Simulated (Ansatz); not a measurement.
This script makes vertical spin-state energies of C2H2F2Ge, SMILES C#[C][GeH]([F])[F] with Ansatz's Python interface.

Contents of `c2h2f2ge.xyz`:
```text
7

C    -0.01460   -0.70470    1.93240
C    -0.01800   -0.27940    0.77810
Ge    0.02950    0.32730   -1.02870
F    -1.01170   -0.57070   -1.98920
F    -0.33810    2.02680   -1.09330
H    -0.10600   -0.98060    2.92170
H     1.52010    0.11330   -1.56650
```

Script `c2h2f2ge.py`:
```python
"""Vertical spin-state energies of C2H2F2Ge."""

import ansatz as az


def main() -> None:
    mol = az.Crystal.molecule_from_extxyz("c2h2f2ge.xyz")

    calculation = mol.calculation().basis(gaussian="def2-TZVP").functional("pbe0")
    found = {}
    for unpaired in [0, 2]:
        r = calculation.spin("collinear", total=unpaired).run().report
        s = unpaired / 2
        found[unpaired] = r["free_energy_ev"]
        print(f"2S+1 = {unpaired + 1}: E = {found[unpaired]:.5f} eV, <S^2> = {abs(r['mean_field']['state']['spin_squared']):.3f} (pure state {s * (s + 1):.2f})")
    lowest = min(found, key=found.get)
    for unpaired, e in found.items():
        print(f"multiplicity {unpaired + 1}: {23.060548 * (e - found[lowest]):.1f} kcal/mol above the lowest")


if __name__ == "__main__":
    main()
```

Which spin state is lowest at this geometry, and how far above lie the others?

In order: multiplicity 1 (+0.00 eV) and multiplicity 3 (+4.81 eV), all at the one geometry.

What the script printed:

Output of `python c2h2f2ge.py`:
```text
2S+1 = 1: E = -64046.70117 eV, <S^2> = 0.000 (pure state 0.00)
2S+1 = 3: E = -64041.89615 eV, <S^2> = 2.007 (pure state 2.00)
multiplicity 1: 0.0 kcal/mol above the lowest
multiplicity 3: 110.8 kcal/mol above the lowest
```

Caveats:
- Total energies depend on the basis set; only differences at equal settings carry meaning.
- The geometry is a force-field or estimated start, not a minimum of this method, and the basis set is short of its limit. All parts are taken at fixed geometry, without zero-point energy.
- Timing: 41 s on 1 thread of Intel(R) Xeon(R) 6975P-C (Granite Rapids) (shared host), peak memory 0.87 GiB.

(Lines on the test bed's own set-up are left out of the output.)
